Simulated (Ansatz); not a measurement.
# GeW (Fm-3m) in Ansatz: notebook

The runs below take GeW through relaxation of cell and atoms, single point, with RPBE, revPBE, BLYP, PBE.

All numbers are computed with Ansatz 0.2.0; they aren't measurements. Logs are shortened: lines on timing, memory, paths and dates and some standing lists are left out, and cuts for length are marked.

## 1. Starting point

It takes space group Fm-3m (No. 225, cubic). Conventional cell: a = 5.155 Å, b = 5.155 Å, c = 5.155 Å, α = 90.00°, β = 90.00°, γ = 90.00°. Ge (site symmetry m-3m) is surrounded by 6 W at 2.58 Å. W (site symmetry m-3m) has 6 Ge at 2.58 Å as nearest neighbours.

The cell was built by a generator and needn't be a form met in nature.

## 2. Relaxation of cell and atoms, RPBE

Contents of input.yaml:

```yaml
crystal:
  lattice:
    - [0.0, 2.57761, 2.57761]
    - [2.57761, 0.0, 2.57761]
    - [2.57761, 2.57761, 0.0]
  atoms:
    - { symbol: Ge, position: [0.5, 0.5, 0.5] }
    - { symbol: W, position: [0.0, 0.0, 0.0] }
hamiltonian:
  xc: rpbe
  pseudopotentials: { kind: paw }
kpoints:
  mp_grid: { grid: [9, 9, 9] }
scf:
  occupations: { method: fermi_dirac, width: 0.05 }
output:
  forces: true
  stress: true
  eigenvalues: true
  write_density: true
  write_potential: true
  elf: true
  volumetric_format: npy
relax:
  f_tol: 0.01
  max_steps: 40
  cell: { stress_tol: 0.05 }
```

Potentials or basis: Ansatz PAW.

Command:

```console
ansatz run input.yaml --threads 2 --pin off --max-ram 5632MiB --backend cpu --events-out ev --progress --plain --runs-dir out
```

The program printed:

```text
Warning: RAYON_NUM_THREADS=2 ignored (pool sized by the plan → 2); use --threads N
Engine: ansatz 0.2.0, aarch64-unknown-linux-gnu
Pseudopotentials: kind: paw
Pseudopotential: Ge, paw, valence charge 14, recommended cutoff 420 eV (normal), Ge.paw.azcp
Pseudopotential: W, paw, valence charge 14, recommended cutoff 420 eV (normal), W.paw.azcp
Functional definition: RPBE
  parameter kappa = 0.804
  parameter beta = 0.06672455060314922
  exchange = rpbe_x(kappa = kappa, mu = beta*pi^2/3)
  correlation = pbe_c(beta = beta)
Crystal: 2 atoms, lattice volume = 34.252 Å³
Basis set: ecut = 420 eV, 645 PW (Γ), exchange–correlation on 50×50×50 points (8 copies of the dense FFT grid, shifted against one another)
Bands: 18, of which v1, the nominal top of the filled ones, is band 14 counted from 1 (13 counted from 0)
Symmetry: 48 space group operations
Space group: Fm-3m (ITA 225), of the structure as read, at distance tolerance 3.2e-5 Å
k-points: 35 of 729
Non-local potential: Ge, projectors of the file, l = 0: 2, l = 1: 2, l = 2: 3, l = 3: 1
Non-local potential: W, projectors of the file, l = 0: 3, l = 1: 2, l = 2: 2, l = 3: 1
PAW form: soft (Blöchl's): semilocal exchange-correlation on the pseudo side does not see the compensation charge
PAW frozen core: Ge, regenerated for the run's functional, and the local potential with it (the file was generated under x = pbe(κ = 0.804, μ = 0.2195149727645171), c = pbe(β = 0.06672455060314922))
PAW frozen core: W, regenerated for the run's functional, and the local potential with it (the file was generated under x = pbe(κ = 0.804, μ = 0.2195149727645171), c = pbe(β = 0.06672455060314922))
PAW one-centre angular grid: Ge, 590 points (default); XC on 64 Gauss nodes
PAW one-centre angular grid: W, 590 points (default); XC on 64 Gauss nodes
Initial density: superposition of atomic densities (neutral atoms: chi_scale 0, normalization atom), corrected by the library's trained network
Initial wavefunctions: pseudopotential atomic-orbital guess
Functional: x = rpbe, c = pbe(β = 0.06672455060314922)
SCF iter   1: F=—  HF=-14696.457932 eV  |F-HF|=—  |Δ(HF+E_count)|=         —  Δρ=5.17e-3  dr2=8.06e-3  ethr=1.77e-3  ⟨swp⟩=5.9  Hψ=3182  notcnv=0
preconditioner: auto → Kerker (q_TF=auto, 2.638 Å⁻¹)  [metal: Δε(μ)=0.041 eV  Ē_g=16.971 eV  σ=0.050 eV  W_gap=0.20  n_scr=14 (ndim 8)  ℏωp=28.4 eV  f_vac=0.000  D(μ)=3.02/eV (n_scr^D=26)]
SCF iter   2: F=—  HF=-14696.457054 eV  |F-HF|=—  |Δ(HF+E_count)|=   8.78e-4  Δρ=2.78e-3  dr2=2.03e-3  ethr=2.88e-5  ⟨swp⟩=1.2  Hψ=934  notcnv=0
SCF iter   3: F=—  HF=-14696.457052 eV  |F-HF|=—  |Δ(HF+E_count)|=   1.91e-6  Δρ=8.92e-4  dr2=1.67e-4  ethr=7.27e-6  ⟨swp⟩=2.6  Hψ=976  notcnv=0
SCF iter   4: F=—  HF=-14696.457005 eV  |F-HF|=—  |Δ(HF+E_count)|=   4.65e-5  Δρ=2.91e-4  dr2=3.06e-5  ethr=5.95e-7  ⟨swp⟩=2.0  Hψ=973  notcnv=0
SCF iter   5: F=—  HF=-14696.456999 eV  |F-HF|=—  |Δ(HF+E_count)|=   5.93e-6  Δρ=7.40e-5  dr2=1.61e-6  ethr=1.09e-7  ⟨swp⟩=2.5  Hψ=950  notcnv=0
SCF iter   6: F=-14696.456999 eV  HF=-14696.456999 eV  |F-HF|=3.70e-8  |Δ(HF+E_count)|=   8.23e-8  Δρ=1.58e-5  dr2=6.04e-8  ethr=3.57e-10  ⟨swp⟩=6.4  Hψ=4061  notcnv=0
SCF 1 converged in 6 iterations: F = -14696.456999 eV  dr2 = 6.04e-8
relax step   1: F+E_penalty+E_count = -14696.45699933 eV  Δ(F+E_penalty+E_count) = +0.000e0 eV  max|allowed force component| = 1.099e-28 eV/Å  Δτ_max = 0.0000 Å  P = +3.036 GPa  Ω = 34.252 Å³  (6 SCF iters, dr2 threshold 1.00e-7 eV, accepted)
Crystal: 2 atoms, lattice volume = 35.291 Å³
Basis set: ecut = 420 eV, 701 PW (Γ), exchange–correlation on 50×50×50 points (8 copies of the dense FFT grid, shifted against one another)
Initial density: handed on by an earlier stage of this run
Initial wavefunctions: those handed on with the density
iter 1 solved again at ethr=3.66e-7 eV; its pass at ethr=3.10e-3 eV (dr2=1.02e-4 eV) is discarded
SCF iter   1: F=—  HF=-14696.459692 eV  |F-HF|=—  |Δ(HF+E_count)|=         —  Δρ=7.01e-4  dr2=1.03e-4  ethr=3.66e-7  ⟨swp⟩=2.1  Hψ=3974  notcnv=0
preconditioner: auto → Kerker (q_TF=auto, 2.625 Å⁻¹)  [metal: Δε(μ)=0.004 eV  Ē_g=16.749 eV  σ=0.050 eV  W_gap=0.02  n_scr=14 (ndim 8)  ℏωp=28.0 eV  f_vac=0.000  D(μ)=3.14/eV (n_scr^D=50)]
SCF iter   2: F=—  HF=-14696.459786 eV  |F-HF|=—  |Δ(HF+E_count)|=   9.41e-5  Δρ=4.61e-4  dr2=4.99e-5  ethr=3.66e-7  ⟨swp⟩=1.7  Hψ=764  notcnv=0
SCF iter   3: F=—  HF=-14696.459833 eV  |F-HF|=—  |Δ(HF+E_count)|=   4.67e-5  Δρ=1.41e-4  dr2=7.04e-6  ethr=1.78e-7  ⟨swp⟩=2.0  Hψ=830  notcnv=0
SCF iter   4: F=—  HF=-14696.459830 eV  |F-HF|=—  |Δ(HF+E_count)|=   2.89e-6  Δρ=4.76e-5  dr2=8.37e-7  ethr=2.51e-8  ⟨swp⟩=2.0  Hψ=943  notcnv=0
SCF iter   5: F=-14696.459831 eV  HF=-14696.459831 eV  |F-HF|=1.31e-8  |Δ(HF+E_count)|=   7.10e-7  Δρ=1.13e-5  dr2=3.77e-8  ethr=7.14e-10  ⟨swp⟩=9.1  Hψ=4368  notcnv=0
SCF 2 converged in 5 iterations: F = -14696.459831 eV  dr2 = 3.77e-8
relax step   2: F+E_penalty+E_count = -14696.45983073 eV  Δ(F+E_penalty+E_count) = -2.831e-3 eV  max|allowed force component| = 5.575e-29 eV/Å  Δτ_max = 0.0000 Å  P = -1.925 GPa  Ω = 35.291 Å³  energy of the carried Pulay correction = -3.345e-4 eV  (5 SCF iters, dr2 threshold 2.00e-7 eV, accepted)
Crystal: 2 atoms, lattice volume = 34.880 Å³
iter 1 solved again at ethr=1.08e-7 eV; its pass at ethr=3.10e-3 eV (dr2=3.04e-5 eV) is discarded
SCF iter   1: F=—  HF=-14696.462516 eV  |F-HF|=—  |Δ(HF+E_count)|=         —  Δρ=2.71e-4  dr2=1.48e-5  ethr=1.08e-7  ⟨swp⟩=2.8  Hψ=3635  notcnv=0
preconditioner: auto → Kerker (q_TF=auto, 2.630 Å⁻¹)  [metal: Δε(μ)=0.002 eV  Ē_g=16.816 eV  σ=0.050 eV  W_gap=0.01  n_scr=14 (ndim 8)  ℏωp=28.1 eV  f_vac=0.000  D(μ)=3.11/eV (n_scr^D=50)]
SCF iter   2: F=—  HF=-14696.462526 eV  |F-HF|=—  |Δ(HF+E_count)|=   1.00e-5  Δρ=1.76e-4  dr2=6.78e-6  ethr=5.27e-8  ⟨swp⟩=2.0  Hψ=832  notcnv=0
SCF iter   3: F=—  HF=-14696.462532 eV  |F-HF|=—  |Δ(HF+E_count)|=   6.53e-6  Δρ=5.40e-5  dr2=9.85e-7  ethr=2.42e-8  ⟨swp⟩=2.1  Hψ=858  notcnv=0
SCF iter   4: F=-14696.462532 eV  HF=-14696.462532 eV  |F-HF|=7.14e-8  |Δ(HF+E_count)|=   3.76e-7  Δρ=1.76e-5  dr2=1.17e-7  ethr=7.14e-10  ⟨swp⟩=6.4  Hψ=3897  notcnv=0
SCF 3 converged in 4 iterations: F = -14696.462532 eV  dr2 = 1.17e-7
relax step   3: F+E_penalty+E_count = -14696.46253192 eV  Δ(F+E_penalty+E_count) = -2.701e-3 eV  max|allowed force component| = 1.236e-29 eV/Å  Δτ_max = 0.0000 Å  P = -0.062 GPa  Ω = 34.880 Å³  energy of the carried Pulay correction = -2.035e-4 eV  (4 SCF iters, dr2 threshold 2.00e-7 eV, accepted)
Crystal: 2 atoms, lattice volume = 34.867 Å³
iter 1 solved again at ethr=8.39e-10 eV; its pass at ethr=3.10e-3 eV (dr2=2.35e-7 eV) is discarded
SCF iter   1: F=—  HF=-14696.462542 eV  |F-HF|=—  |Δ(HF+E_count)|=         —  Δρ=2.16e-5  dr2=1.87e-7  ethr=8.39e-10  ⟨swp⟩=2.0  Hψ=3336  notcnv=0
preconditioner: auto → Kerker (q_TF=auto, 2.630 Å⁻¹)  [metal: Δε(μ)=0.002 eV  Ē_g=16.818 eV  σ=0.050 eV  W_gap=0.01  n_scr=14 (ndim 8)  ℏωp=28.1 eV  f_vac=0.000  D(μ)=3.11/eV (n_scr^D=50)]
SCF iter   2: F=—  HF=-14696.462539 eV  |F-HF|=—  |Δ(HF+E_count)|=   3.71e-6  Δρ=1.52e-5  dr2=9.41e-8  ethr=6.66e-10  ⟨swp⟩=1.0  Hψ=630  notcnv=0
SCF iter   3: F=-14696.462539 eV  HF=-14696.462539 eV  |F-HF|=6.37e-10  |Δ(HF+E_count)|=   2.26e-8  Δρ=1.81e-6  dr2=9.97e-10  ethr=3.41e-11  ⟨swp⟩=6.0  Hψ=3544  notcnv=0
SCF 4 converged in 3 iterations: F = -14696.462539 eV  dr2 = 9.97e-10
relax step   4: F+E_penalty+E_count = -14696.46253861 eV  Δ(F+E_penalty+E_count) = -6.687e-6 eV  max|allowed force component| = 1.157e-29 eV/Å  Δτ_max = 0.0000 Å  P = +0.001 GPa  Ω = 34.867 Å³  energy of the carried Pulay correction = -1.993e-4 eV  (3 SCF iters, dr2 threshold 9.56e-9 eV, accepted)
Initial wavefunctions: pseudopotential atomic-orbital guess (no wavefunctions were taken with the density)
iter 1 solved again at ethr=3.64e-8 eV; its pass at ethr=3.10e-3 eV (dr2=1.02e-5 eV) is discarded
SCF iter   1: F=—  HF=-14696.460867 eV  |F-HF|=—  |Δ(HF+E_count)|=         —  Δρ=1.08e-3  dr2=8.67e-6  ethr=3.64e-8  ⟨swp⟩=2.6  Hψ=4512  notcnv=0
preconditioner: auto → Kerker (q_TF=auto, 2.630 Å⁻¹)  [metal: Δε(μ)=0.002 eV  Ē_g=16.817 eV  σ=0.050 eV  W_gap=0.01  n_scr=14 (ndim 8)  ℏωp=28.1 eV  f_vac=0.000  D(μ)=3.11/eV (n_scr^D=50)]
SCF iter   2: F=—  HF=-14696.462248 eV  |F-HF|=—  |Δ(HF+E_count)|=   1.38e-3  Δρ=5.51e-4  dr2=2.21e-6  ethr=3.10e-8  ⟨swp⟩=2.0  Hψ=707  notcnv=0
SCF iter   3: F=—  HF=-14696.462729 eV  |F-HF|=—  |Δ(HF+E_count)|=   4.82e-4  Δρ=1.06e-5  dr2=1.68e-8  ethr=7.89e-9  ⟨swp⟩=1.5  Hψ=662  notcnv=0
SCF iter   4: F=—  HF=-14696.462730 eV  |F-HF|=—  |Δ(HF+E_count)|=   1.19e-7  Δρ=1.61e-6  dr2=4.28e-10  ethr=6.01e-11  ⟨swp⟩=2.0  Hψ=1041  notcnv=0
SCF iter   5: F=—  HF=-14696.462730 eV  |F-HF|=—  |Δ(HF+E_count)|=  7.44e-10  Δρ=6.48e-7  dr2=1.34e-10  ethr=1.00e-12  ⟨swp⟩=6.0  Hψ=2939  notcnv=0
SCF iter   6: F=—  HF=-14696.462730 eV  |F-HF|=—  |Δ(HF+E_count)|=  1.64e-11  Δρ=2.94e-7  dr2=3.47e-11  ethr=1.00e-12  ⟨swp⟩=2.0  Hψ=834  notcnv=0
SCF iter   7: F=-14696.462730 eV  HF=-14696.462730 eV  |F-HF|=3.64e-12  |Δ(HF+E_count)|=    0.00e0  Δρ=6.12e-8  dr2=1.42e-12  ethr=1.00e-12  ⟨swp⟩=5.7  Hψ=2471  notcnv=0
SCF 5 converged in 7 iterations: F = -14696.462730 eV  dr2 = 1.42e-12
relax step   5: F+E_penalty+E_count = -14696.46272961 eV  Δ(F+E_penalty+E_count) = -1.910e-4 eV  max|allowed force component| = 1.111e-29 eV/Å  Δτ_max = 0.0000 Å  P = +0.000 GPa  Ω = 34.867 Å³  stress off target by 3.10e-4 GPa  SCF on the basis re-selected at this cell (its energy is not comparable with the rows above)  (7 SCF iters)
basis re-selected at this cell: Δ(F+E_penalty+E_count) = -1.910e-4 eV, ΔP = -0.000 GPa vs the last step (what re-selecting the basis moved, of the pressure what is left beyond the Pulay correction that the steps carried, after the strain that the cell walked since its last selection, with what the two solves' SCF thresholds leave and, on support functions, any second-order correction that the steps lacked; it is no measure of the basis error at this ecutwfc). This SCF's stress stands 3.10e-4 GPa from its target on what of the cell is left free (relax.cell.stress_tol is 5.00e-2 GPa) and its largest allowed force component is 1.11e-29 eV/Å (relax.f_tol is 1.00e-2 eV/Å): within both
SCF converged after 7 iterations
Free energy (F): -14696.462730 eV
Harris-Foulkes:  -14696.462730 eV  (|F-HF|=3.64e-12)
Internal energy: -14696.438590 eV  (E = F + TS)
E sigma→0 (E₀):  -14696.450660 eV
Entropy (-TS):   -0.024139 eV (-12.070 meV/atom)
Fermi energy:    16.356478 eV
--- Per-component energies (eV) ---
  E_band       = -209.876865
  E_kinetic    = 561.237623
  E_local      = -2840.763083  (includes V_loc(G=0)·N_el)
  E_nonlocal   = 420.696032
  E_hartree    = 1194.270423
  E_xc         = -341.910653
  E_vxc        = -301.975270  (∫ρ·V_xc dr)
  E_paw        = -10601.483529  (= ΣΔE_a)
  E_vpaw       = -437.613231  (= ΣTr[D̂ρ^β])
  E_aug_tail   = 0.000166  (compensation charges beyond the density's cutoff)
  E_ewald      = -3088.286089
  E_core_change = -0.199481  (= ΣΔE_core)
  E_smearing   = -0.024139  (= −TS)
  E_closure    = -0.000000  (closes the sum)
  Σ components = -14696.462730   (vs F -14696.462730, Δ=0.00e0)
--- Forces (eV/Å), atoms counted from 1 ---
  atom   1  Ge     0.00000000     0.00000000     0.00000000
  atom   2  W     -0.00000000    -0.00000000    -0.00000000
  max |Σ_I F_I| component: 1.99e-29 eV/Å
--- Stress (GPa, compression-positive) ---
        0.000310      -0.000000      -0.000000
       -0.000000       0.000310       0.000000
       -0.000000       0.000000       0.000310
  P = ⅓ Tr σ = 0.0003 GPa (0.003 kbar)
--- Band table (eV; the first three rows and the last of 35) ---
  k-point 0: bands = ["-58.1060", "-22.3314", "-22.3314", "-22.3314", "-8.0737", "-8.0737", "-8.0175", "-8.0175", "-8.0175", "4.1686", "14.7886", "14.7886", "14.7886", "15.4872", "15.4872", "18.7561", "18.7561", "18.7561"]
  k-point 1: bands = ["-58.1056", "-22.3425", "-22.3334", "-22.3334", "-8.0697", "-8.0697", "-8.0165", "-8.0158", "-8.0158", "4.4055", "14.3416", "14.6677", "14.6677", "15.2063", "15.2063", "18.1774", "19.5982", "19.5982"]
  k-point 2: bands = ["-58.1048", "-22.3705", "-22.3384", "-22.3384", "-8.0597", "-8.0597", "-8.0139", "-8.0113", "-8.0113", "5.0945", "13.0816", "13.8416", "13.8416", "15.5777", "15.5777", "17.5142", "21.2846", "21.2846"]
  k-point 34: bands = ["-58.1022", "-22.3965", "-22.3849", "-22.3673", "-8.0667", "-8.0458", "-8.0116", "-8.0056", "-7.9939", "7.3469", "11.7602", "12.4201", "12.8782", "16.8753", "16.9079", "17.8131", "17.8665", "19.6770"]
--- Relaxed structure (4 steps of the walk, 4 accepted, 1 SCFs on fresh bases) ---
  F+E_penalty+E_count = -14696.46272961 eV   max|allowed force component| = 1.111e-29 eV/Å   (the final SCF, on the basis selected at the relaxed cell)
  cell:  # Å, volume = 34.8671 Å³
    - [-5.334217603264291e-35, 2.592956423590387, 2.592956423590387]
    - [2.592956423590387, 5.839774041459102e-34, 2.592956423590387]
    - [2.592956423590387, 2.592956423590387, 1.7793994521127566e-34]
  atoms:
    - { symbol: Ge, position: [0.5, 0.5, 0.5] }
    - { symbol: W, position: [-5.7283541369591575e-34, 5.230236385919193e-34, 6.226471887998937e-34] }
```

Run time: 4.2 s. Hardware: 2 threads of Arm Neoverse V1, shared host; peak memory 0.33 GiB.

What came out:

| Item | Value |
| --- | --- |
| Free energy | -14696.4627 eV |
| Relaxed volume | 17.43 Å³/atom |
| Relaxed cell | a = 3.667 Å, b = 3.667 Å, c = 3.667 Å, α = 60.00°, β = 60.00°, γ = 60.00° |
| Space group after relaxing (to 0.05 Å) | Fm-3m (No. 225) |
| Energy gained by relaxing | 2.9 meV/atom |
| Ionic steps | 5 |
| Pressure after relaxing | 0.0 GPa |
| Band gap on the k mesh | none (metal or under the smearing width) |

The path:
| step | energy change (eV) | largest force (eV/Å) | volume (Å³) |
| --- | --- | --- | --- |
| 1 | 0.0000 | 0.0000 | 34.25 |
| 2 | -0.0028 | 0.0000 | 35.29 |
| 3 | -0.0055 | 0.0000 | 34.88 |
| 4 | -0.0055 | 0.0000 | 34.87 |
| 5 | -0.0057 | 0.0000 | 34.87 |

Final structure:
```yaml
crystal:
  lattice:
    - [0.00000, 2.59296, 2.59296]
    - [2.59296, 0.00000, 2.59296]
    - [2.59296, 2.59296, 0.00000]
  atoms:
    - { symbol: Ge, position: [0.50000, 0.50000, 0.50000] }
    - { symbol: W, position: [0.00000, 0.00000, 0.00000] }
```

Levels at points of the mesh, in eV from the Fermi level:
```
           k point  band 10  band 11  band 12  band 13  band 14  band 15  band 16  band 17  band 18
(0.00, 0.00, 0.00)   -12.19    -1.57    -1.57    -1.57    -0.87    -0.87     2.40     2.40     2.40
```

Caveat: the plane-wave basis is chosen anew once the cell has moved, so the energies of steps on either side of that aren't comparable; the PAW data sets come from PBE, with cores solved anew for the run's functional, which leaves a small shift of forces and pressure.

(Part 1 of 2 ends here.)
